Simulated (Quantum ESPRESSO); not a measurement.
# Pt (I4/mmm) in Quantum ESPRESSO: a series of runs

Runs on Pt. Level: PBEsol. Tasks: single point.

Program: Quantum ESPRESSO 7.5. These are calculated values, not measurements. Logs are shortened: lines on timing, memory, paths and dates and some standing lists are left out, and cuts for length are marked.

## Step 1: Starting point

The structure is tetragonal, space group I4/mmm (No. 139). The conventional cell has a = 2.768 Å, b = 2.768 Å, c = 3.954 Å, α = 90.00°, β = 90.00°, γ = 90.00°. Pt (site symmetry 4/mmm) is surrounded by 12 Pt at 2.77 to 2.78 Å.

The cell was built by a generator and needn't be a form met in nature.

## Step 2: Single point, PBEsol

Contents of pw.in:

```
&CONTROL
  calculation = 'scf'
  prefix = 'pwscf'
  outdir = './tmp'
  pseudo_dir = './pseudo'
  tprnfor = .true.
  tstress = .true.
  disk_io = 'nowf'
  forc_conv_thr = 0.0001
/
&SYSTEM
  ibrav = 0
  nat = 1
  ntyp = 1
  ecutwfc = 56
  ecutrho = 450
  nbnd = 14
  occupations = 'smearing'
  smearing = 'mp'
  degauss = 0.01469973
/
&ELECTRONS
  conv_thr = 2d-10
  electron_maxstep = 120
  mixing_beta = 0.5
/
ATOMIC_SPECIES
Pt   195.0840 pt_pbesol_v1.4.uspp.F.UPF
CELL_PARAMETERS angstrom
   0.0000000000    1.9575133800    1.9575133800
   1.9770885138    0.0000000000    1.9575133800
   1.9770885138    1.9575133800    0.0000000000
ATOMIC_POSITIONS crystal
Pt     0.0000000000    0.0000000000    0.0000000000
K_POINTS automatic
32 32 32 0 0 0
```

Potentials or basis: GBRV 1.5 PBEsol.

Run with:

```
OMP_NUM_THREADS=1 mpirun -n 4 pw.x -nk 4 -in pw.in > pw.out
```

pw.out:

```text
This program is part of the open-source Quantum ESPRESSO suite
     for quantum simulation of materials; please cite
[... 6 lines left out ...]
     using ibrav=0 with symmetry is DISCOURAGED, use correct ibrav instead

     K-points division:     npool     =       4
     Subspace diagonalization in iterative solution of the eigenvalue problem:
     a serial algorithm will be used

     G-vector sticks info
     --------------------
     sticks:   dense  smooth     PW     G-vecs:    dense   smooth      PW
     Sum         847     429    147                16473     5833    1107

     Using Slab Decomposition

     bravais-lattice index     =            0
     lattice parameter (alat)  =       5.2314  a.u.
     unit-cell volume          =     102.2497 (a.u.)^3
     number of atoms/cell      =            1
     number of atomic types    =            1
     number of electrons       =        16.00
     number of Kohn-Sham states=           14
     kinetic-energy cutoff     =      56.0000  Ry
     charge density cutoff     =     450.0000  Ry
     scf convergence threshold =      2.0E-10
     mixing beta               =       0.5000
     number of iterations used =            8  plain     mixing
     Exchange-correlation= SLA  PW   PSX  PSC
                           (   1   4  10   8   0   0   0)

     celldm(1)=   5.231408  celldm(2)=   0.000000  celldm(3)=   0.000000
     celldm(4)=   0.000000  celldm(5)=   0.000000  celldm(6)=   0.000000

     crystal axes: (cart. coord. in units of alat)
               a(1) = (   0.000000   0.707107   0.707107 )
               a(2) = (   0.714178   0.000000   0.707107 )
               a(3) = (   0.714178   0.707107   0.000000 )

     reciprocal axes: (cart. coord. in units 2 pi/alat)
               b(1) = ( -0.700106  0.707107  0.707107 )
               b(2) = (  0.700106 -0.707107  0.707107 )
               b(3) = (  0.700106  0.707107 -0.707107 )

     PseudoPot. # 1 for Pt read from file:
     pt_pbesol_v1.4.uspp.F.UPF
     Pseudo is Ultrasoft + core correction, Zval = 16.0
     Generated by new atomic code, or converted to UPF format
     Using radial grid of  985 points,  6 beta functions with:
                l(1) =   0
                l(2) =   0
                l(3) =   1
                l(4) =   1
                l(5) =   2
                l(6) =   2
     Q(r) pseudized with  8 coefficients,  rinner =    1.300   1.300   1.300
                                                       1.300   1.300

     atomic species   valence    mass     pseudopotential
     Pt               16.00   195.08400     Pt( 1.00)

     16 Sym. Ops., with inversion, found

   Cartesian axes

     site n.     atom                  positions (alat units)
         1        Pt     tau(   1) = (   0.0000000   0.0000000   0.0000000  )

     number of k points=  2393  Methfessel-Paxton smearing, width (Ry)=  0.0147

     Number of k-points >= 100: set verbosity='high' to print them.

     Dense  grid:    16473 G-vectors     FFT dimensions: (  36,  36,  36)

     Smooth grid:     5833 G-vectors     FFT dimensions: (  25,  25,  25)

     Initial potential from superposition of free atoms

     starting charge      15.5000, renormalised to      16.0000

     negative rho (up, down):  1.892E-01 0.000E+00
     Starting wfcs are   12 randomized atomic wfcs +    2 random wfcs

     Self-consistent Calculation

     iteration #  1     ecut=    56.00 Ry     beta= 0.50
     Davidson diagonalization with overlap
     ethr =  1.00E-02,  avg # of iterations =  4.2

     negative rho (up, down):  1.760E-01 0.000E+00

     total energy              =    -210.37921522 Ry
     estimated scf accuracy    <       0.78216024 Ry

     iteration #  2     ecut=    56.00 Ry     beta= 0.50
     Davidson diagonalization with overlap
     ethr =  4.89E-03,  avg # of iterations =  2.0

     negative rho (up, down):  1.766E-01 0.000E+00

     total energy              =    -210.55268668 Ry
     estimated scf accuracy    <       0.00813338 Ry

     iteration #  3     ecut=    56.00 Ry     beta= 0.50
     Davidson diagonalization with overlap
     ethr =  5.08E-05,  avg # of iterations =  3.0

     negative rho (up, down):  1.755E-01 0.000E+00

     total energy              =    -210.55405524 Ry
     estimated scf accuracy    <       0.00074730 Ry

     iteration #  4     ecut=    56.00 Ry     beta= 0.50
     Davidson diagonalization with overlap
     ethr =  4.67E-06,  avg # of iterations =  3.9

     negative rho (up, down):  1.755E-01 0.000E+00

     total energy              =    -210.55410119 Ry
     estimated scf accuracy    <       0.00000656 Ry

     iteration #  5     ecut=    56.00 Ry     beta= 0.50
     Davidson diagonalization with overlap
     ethr =  4.10E-08,  avg # of iterations =  2.4

     negative rho (up, down):  1.756E-01 0.000E+00

     total energy              =    -210.55410355 Ry
     estimated scf accuracy    <       0.00000039 Ry

     iteration #  6     ecut=    56.00 Ry     beta= 0.50
     Davidson diagonalization with overlap
     ethr =  2.43E-09,  avg # of iterations =  1.8

     negative rho (up, down):  1.756E-01 0.000E+00

     total energy              =    -210.55410361 Ry
     estimated scf accuracy    <          2.5E-09 Ry

     iteration #  7     ecut=    56.00 Ry     beta= 0.50
     Davidson diagonalization with overlap
     c_bands:  1 eigenvalues not converged
     ethr =  1.59E-11,  avg # of iterations =  3.8

     negative rho (up, down):  1.756E-01 0.000E+00

     total energy              =    -210.55410362 Ry
     estimated scf accuracy    <          8.3E-10 Ry

     iteration #  8     ecut=    56.00 Ry     beta= 0.50
     Davidson diagonalization with overlap
     ethr =  5.19E-12,  avg # of iterations =  2.0

     negative rho (up, down):  1.756E-01 0.000E+00

     End of self-consistent calculation

     Number of k-points >= 100: set verbosity='high' to print the bands.

     the Fermi energy is    22.2514 ev

!    total energy              =    -210.55410362 Ry
     estimated scf accuracy    <          3.5E-12 Ry
     smearing contrib. (-TS)   =      -0.00024279 Ry
     internal energy E=F+TS    =    -210.55386083 Ry

     The total energy is F=E-TS. E is the sum of the following terms:
     one-electron contribution =     -20.34217385 Ry
     hartree contribution      =      24.57805765 Ry
     xc contribution           =     -56.66804319 Ry
     ewald contribution        =    -158.12170144 Ry

     convergence has been achieved in   8 iterations

     negative rho (up, down):  1.756E-01 0.000E+00

     Forces acting on atoms (cartesian axes, Ry/au):

     atom    1 type  1   force =     0.00000000    0.00000000    0.00000000

     Total force =     0.000000     Total SCF correction =     0.000000

     Computing stress (Cartesian axis) and pressure

     negative rho (up, down):  1.756E-01 0.000E+00
          total   stress  (Ry/bohr**3)                   (kbar)     P=      -30.43
  -0.00025572   0.00000000   0.00000000          -37.62        0.00        0.00
   0.00000000  -0.00018238   0.00000000            0.00      -26.83        0.00
   0.00000000   0.00000000  -0.00018238            0.00        0.00      -26.83

=------------------------------------------------------------------------------=
   JOB DONE.
=------------------------------------------------------------------------------=
```

Wall time 53 s (4 MPI ranks of Intel Xeon Platinum 8375C at 2.90GHz (Ice Lake), shared host); peak memory 0.64 GiB.

Results:

* Free energy: -2864.7345 eV
* Pressure: -3.0 GPa
* Band gap on the k mesh: none (metal or under the smearing width)

Stress tensor (GPa, compression positive):
```
-3.76  0.00  0.00
 0.00 -2.68  0.00
 0.00  0.00 -2.68
```

Spin-orbit coupling is left out, which matters for the levels of Pt.

## Step 3: Single point, PBEsol

This run uses another cell than the first one, of 14.85 Å³/atom, 0.980 times its volume.

pw.in: that of step 2 with these lines changed.

```diff
@@ -30,4 +30,4 @@
    0.0000000000    1.9575133800    1.9575133800
-   1.9770885138    0.0000000000    1.9575133800
-   1.9770885138    1.9575133800    0.0000000000
+   1.9379382462    0.0000000000    1.9575133800
+   1.9379382462    1.9575133800    0.0000000000
 ATOMIC_POSITIONS crystal
```

Potentials or basis: GBRV 1.5 PBEsol.

Run with:

```
OMP_NUM_THREADS=1 mpirun -n 4 pw.x -nk 4 -in pw.in > pw.out
```

Wall time 52 s (4 MPI ranks of Intel Xeon Platinum 8375C at 2.90GHz (Ice Lake), shared host); peak memory 0.6 GiB.

Results (log left out):

```yaml
Free_energy: -2864.7344 eV
Pressure: 2.8 GPa
Band_gap_on_the_k_mesh: none (metal or under the smearing width)
```

Stress tensor (GPa, compression positive):
```
3.48 0.00 0.00
0.00 2.39 0.00
0.00 0.00 2.39
```

Levels at points of the mesh, in eV from the Fermi level:
| k point | band 6 | band 7 | band 8 | band 9 | band 10 | band 11 |
| --- | --- | --- | --- | --- | --- | --- |
| (0.00, 0.00, 0.00) | -3.94 | -3.82 | -1.74 | -1.59 | 14.55 | 19.49 |
| (0.00, 0.00, -0.50) | -3.90 | -0.61 | 0.02 | 0.08 | 5.93 | 14.11 |
| (0.00, -0.50, -0.50) | 0.02 | 0.52 | 0.52 | 1.82 | 9.17 | 11.27 |
| (-0.50, 0.00, -0.50) | 0.03 | 0.46 | 0.56 | 1.62 | 8.91 | 11.42 |

The run has no spin-orbit coupling, so splittings on Pt are missing.
